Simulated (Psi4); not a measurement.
# InNH2Cl (SMILES [NH2][In][Cl]) at UDSD-PBEP86/def2-SVP (core potential, density fitting for correlation)

What is the vertical ionisation energy of InNH2Cl at UDSD-PBEP86/def2-SVP (core potential, density fitting for correlation)? 

The calculation is run with Psi4 1.11.

4 further runs of the same task are left out: 3 that didn't finish, 1 set aside as unsound or not needed.

### 1 Starting point

InNH2Cl has 5 atoms, charge 0, and is taken as a doublet. SMILES: `[NH2][In][Cl]`. The coordinates come from a PBE0-D4/def2-TZVP relaxation. This is one conformer, not always the lowest.

Bond lengths: N1–In2 2.072 Å, In2–Cl3 2.369 Å, N1–H4 1.015 Å, N1–H5 1.017 Å. Angles: N1–In2–Cl3 113.1°, In2–N1–H4 113.0°, In2–N1–H5 110.3°, H4–N1–H5 107.4°.

### 2 A single-point energy at UDSD-PBEP86/def2-SVP (core potential, density fitting for correlation)

Contents of calc.dat:

```
memory 2200 MB

molecule system {
  0 2
  N     -0.26947495     1.52803254    -0.93333573
  In    -0.77781127    -2.30130847    -0.28969501
  Cl     2.62955390    -4.17912932     1.92506400
  H     -1.88915921     2.42603040    -1.42995576
  H      0.40118886     2.38710204     0.64968784
  units bohr
  symmetry c1
  no_reorient
  no_com
}

set globals {
  basis def2-SVP
  reference uks
  puream true
  e_convergence 1e-09
  d_convergence 1e-08
  scf_type pk
  dft_radial_points 99
  dft_spherical_points 590
  num_frozen_docc 10
  maxiter 100
}

e_tot, wfn = energy("dsd-pbep86", return_wfn=True)
```

On the command line:

```bash
$ psi4 -i calc.dat -o calc.out -n 1
```

calc.out:

```text
[...]
    !!!  WARNING: ECP capability is in beta. Please check occupations closely.  !!!
[...]
  Running in c1 symmetry.
[...]
  Nuclear repulsion =  154.716518858565308
[...]
  Multiplicity = 2
[...]
  Nalpha       = 24
  Nbeta        = 23
[...]
    Number of basis functions: 68
[...]
   @UKS iter   1:  -704.80745943028637   -1.31260e+00   9.28388e-03 ADIIS/DIIS
[...]
   @UKS iter  16:  -705.01584729828619   -3.52429e-12   4.18263e-09 DIIS
[...]
   @S^2 Observed:                7.665443622E-01
[...]
    Orbital Energies [Eh]
    ---------------------
    Alpha Occupied:
       1A   -103.597931     2A    -15.125103     3A    -10.133316
       4A     -7.706034     5A     -7.701120     6A     -7.701074
       7A     -5.158805     8A     -3.468922     9A     -3.465052
      10A     -3.461303    11A     -1.032937    12A     -0.986587
      13A     -0.959540    14A     -0.957263    15A     -0.956674
      16A     -0.942898    17A     -0.918204    18A     -0.584653
      19A     -0.525133    20A     -0.439907    21A     -0.392088
      22A     -0.387178    23A     -0.376083    24A     -0.293143
    Alpha Virtual:
      25A     -0.001567    26A      0.067999    27A      0.076623
[...]
  @UKS Final Energy:  -705.01584729828619
   => Energetics <=
    Nuclear Repulsion Energy =            154.7165188585653084
    One-Electron Energy =               -1354.7679962807792435
    Two-Electron Energy =                 510.0953593556449732
    DFT Exchange-Correlation Energy =     -15.0597292317171405
    Empirical Dispersion Energy =           0.0000000000000000
    VV10 Nonlocal Energy =                  0.0000000000000000
    Total Energy =                       -705.0158472982861895
[...]
 Multipole Moments:
 ------------------------------------------------------------------------------------
     Multipole            Electronic (a.u.)      Nuclear  (a.u.)        Total (a.u.)
 ------------------------------------------------------------------------------------
 L = 1.  Multiply by 2.5417464519 to convert [e a0] to [Debye]
 Dipole X            :        -26.2720650           24.9940846           -1.2779804
 Dipole Y            :        104.3890591         -103.8633161            0.5257430
 Dipole Z            :        -19.5826704           19.3288748           -0.2537956
 Magnitude           :                                                    1.4050096
[...]
```

Run time: 29 s. Hardware: 1 thread of Intel Xeon at 2.50GHz (Skylake/Cascade Lake), shared host; peak memory 0.69 GiB.

### 3 The singlet cation

Contents of clh2inn.json:

```json
{
  "schema_name": "qcschema_input",
  "schema_version": 1,
  "molecule": {
    "schema_name": "qcschema_molecule",
    "schema_version": 2,
    "symbols": ["N", "In", "Cl", "H", "H"],
    "geometry": [-0.26947495, 1.52803254, -0.93333573, -0.77781127, -2.30130847, -0.28969501, 2.6295539, -4.17912932, 1.925064, -1.88915921, 2.4260304, -1.42995576, 0.40118886, 2.38710204, 0.64968784],
    "molecular_charge": 1,
    "molecular_multiplicity": 1,
    "fix_symmetry": "c1",
    "fix_com": true,
    "fix_orientation": true
  },
  "driver": "energy",
  "model": {
    "method": "dsd-pbep86",
    "basis": "def2-SVP"
  },
  "keywords": {
    "reference": "rks",
    "puream": true,
    "e_convergence": 1e-09,
    "d_convergence": 1e-08,
    "scf_type": "pk",
    "dft_radial_points": 99,
    "dft_spherical_points": 590,
    "num_frozen_docc": 10
  }
}
```

On the command line:

```bash
$ psi4 --qcschema clh2inn.json -n 1 --memory 2200MB
```

stdout:

```text
[...]
    !!!  WARNING: ECP capability is in beta. Please check occupations closely.  !!!
[...]
  Running in c1 symmetry.
[...]
  Nuclear repulsion =  154.716518858565308
[...]
  Multiplicity = 1
[...]
  Nalpha       = 23
  Nbeta        = 23
[...]
    Number of basis functions: 68
[...]
   @RKS iter   1:  -704.47832361831058   -9.83463e-01   8.79229e-03 DIIS/ADIIS
[...]
   @RKS iter  14:  -704.70642739375683   -2.50111e-12   5.13115e-09 DIIS
[...]
    Orbital Energies [Eh]
    ---------------------
    Doubly Occupied:
       1A   -103.830666     2A    -15.366149     3A    -10.363946
       4A     -7.935950     5A     -7.931011     6A     -7.930900
       7A     -5.431066     8A     -3.740997     9A     -3.739770
      10A     -3.733460    11A     -1.265764    12A     -1.240938
      13A     -1.231886    14A     -1.230002    15A     -1.225633
      16A     -1.192568    17A     -1.143769    18A     -0.804075
      19A     -0.732824    20A     -0.643230    21A     -0.597330
      22A     -0.594179    23A     -0.572407
[...]
  @RKS Final Energy:  -704.70642739375683
   => Energetics <=
    Nuclear Repulsion Energy =            154.7165188585653084
    One-Electron Energy =               -1343.3128371004299879
    Two-Electron Energy =                 498.8542563796900708
    DFT Exchange-Correlation Energy =     -14.9643655315821960
    Empirical Dispersion Energy =           0.0000000000000000
    VV10 Nonlocal Energy =                  0.0000000000000000
    Total Energy =                       -704.7064273937569396
[...]
 Multipole Moments:
 ------------------------------------------------------------------------------------
     Multipole            Electronic (a.u.)      Nuclear  (a.u.)        Total (a.u.)
 ------------------------------------------------------------------------------------
 L = 1.  Multiply by 2.5417464519 to convert [e a0] to [Debye]
 Dipole X            :        -26.8684453           24.9940846           -1.8743607
 Dipole Y            :        102.1257600         -103.8633161           -1.7375561
 Dipole Z            :        -19.8333650           19.3288748           -0.5044902
 Magnitude           :                                                    2.6051563
[...]
```

The result, in JSON:

```text
{
 "driver": "energy",
 "model": {
  "method": "dsd-pbep86",
  "basis": "def2-SVP"
 },
 "success": true,
 "return_result": -704.9117621623932,
 "properties": {
  "calcinfo_nbasis": 68,
  "calcinfo_nmo": 68,
  "calcinfo_nalpha": 23,
  "calcinfo_nbeta": 23,
  "calcinfo_natom": 5,
  "nuclear_repulsion_energy": 154.7165188585653,
  "return_energy": -704.9117621623932,
  "scf_one_electron_energy": -1343.31283710043,
  "scf_two_electron_energy": 498.85425637969007,
  "scf_xc_energy": -14.964365531582196,
  "scf_dipole_moment": [-1.8743606663650496, -1.737556059703934, -0.5044902274032026],
  "scf_total_energy": -704.7064273937568,
  "scf_iterations": 14
 }
}
```

Run time: 18 s. Hardware: 1 thread of Intel Xeon at 2.50GHz (Skylake/Cascade Lake), shared host; peak memory 0.69 GiB.

### 4 What came out

Level: UDSD-PBEP86/def2-SVP (core potential, density fitting for correlation), 10 core orbitals frozen.

| quantity | value |
| --- | --- |
| doublet InNH2Cl: total energy | -705.21445 Eh |
| doublet InNH2Cl: HOMO energy (SCF part's orbitals) (highest over α and β) | -7.98 eV |
| doublet InNH2Cl: LUMO energy (SCF part's orbitals) (lowest over α and β) | -1.52 eV |
| doublet InNH2Cl: ⟨S²⟩ | 0.767 |
| singlet cation: total energy | -704.91176 Eh |
| singlet cation: HOMO energy (SCF part's orbitals) | -15.58 eV |
| singlet cation: LUMO energy (SCF part's orbitals) | -8.79 eV |
| singlet cation: HOMO–LUMO gap (SCF part's orbitals) | 6.78 eV |
| vertical ionisation energy (to the singlet cation) | 8.236 eV |

What this shows: Removing an electron at fixed nuclei costs 8.24 eV (795 kJ/mol). Only the singlet of the ionised species was computed; a triplet could lie lower.
